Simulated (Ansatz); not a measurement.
# C2H3Cl2In: basis-set convergence

One table from this session's results is given with a row withheld; the runs are named, their logs left out.

Computed with Ansatz 0.2.0, Gaussian basis. Level: one geometry, several basis sets.

The runs, in order: PBE0-D4/def2-SVP; ωB97M-V/def2-SVP; PBE0-D4/def2-QZVPP; ωB97M-V/def2-QZVPP; the functionals' def2-TZVPP values are taken from earlier runs.

1 further run of the same task is left out (for a known fault of the program).

## Structure used throughout

The geometry comes from an earlier relaxation with PBE0-D4 in a triple-zeta def2 set; it is a stationary point, not always the lowest conformer. In takes the def2 core potential; no spin-orbit term is included.

8 atoms, charge 0, spin multiplicity 1.

Atoms are counted from 1 here; the program's logs count them from 0.

Bond lengths: C1–C2 1.328 Å, C1–H6 1.088 Å, C1–H7 1.086 Å, C2–In3 2.107 Å, C2–H8 1.086 Å, In3–Cl4 2.324 Å, In3–Cl5 2.315 Å. Angles: C2–C1–H6 121.4°, C2–C1–H7 122.6°, H6–C1–H7 116.0°, C1–C2–In3 120.2°, C1–C2–H8 120.5°, In3–C2–H8 119.3°, C2–In3–Cl4 119.4°, C2–In3–Cl5 127.3°, Cl4–In3–Cl5 113.3°.

Set-up of the first run:

in.yaml reads:

```yaml
crystal:
  periodic: [false, false, false]
  atoms:
    - {symbol: C, position_ang: [-0.219531, -0.992745, 1.166595]}
    - {symbol: C, position_ang: [0.310311, 0.160762, 0.775744]}
    - {symbol: In, position_ang: [0.099168, 0.803128, -1.219625]}
    - {symbol: Cl, position_ang: [-1.070161, -0.523450, -2.727739]}
    - {symbol: Cl, position_ang: [0.917957, 2.753797, -2.160059]}
    - {symbol: H, position_ang: [-0.121653, -1.342115, 2.192325]}
    - {symbol: H, position_ang: [-0.772305, -1.641650, 0.493455]}
    - {symbol: H, position_ang: [0.856204, 0.782273, 1.479312]}
basis:
  gaussian: {orbitals: def2-SVP}
hamiltonian: {xc: pbe0, dispersion: d4}
output: {orbitals: {seedname: orbitals}}
```

Run with:

```sh
$ ansatz run in.yaml --threads 4 --pin off --events-out ev --progress --plain --max-ram 10444MiB
```

Among the steps run: PBE0-D4 in def2-SVP; ωB97M-V in def2-SVP; PBE0-D4 in def2-QZVPP; ωB97M-V in def2-QZVPP.

One table of the session follows, with a row left open; its other results are not shown here.

It belongs to the step «Density functionals: the series». 

```
functional       basis  HOMO (eV)  LUMO (eV)
   PBE0-D4    def2-SVP      -8.43      -1.81
   PBE0-D4  def2-TZVPP      -8.53      -1.94
   PBE0-D4  def2-QZVPP      -8.55      -1.97
   ωB97M-V    def2-SVP     -10.54       0.00
   ωB97M-V  def2-TZVPP     -10.68      -0.20
   ωB97M-V  def2-QZVPP          ?          ?
```

Estimate the missing values for ωB97M-V, def2-QZVPP.

The run gave: HOMO (eV): -10.71; LUMO (eV): -0.26. In the column «HOMO (eV)» it is the lowest.
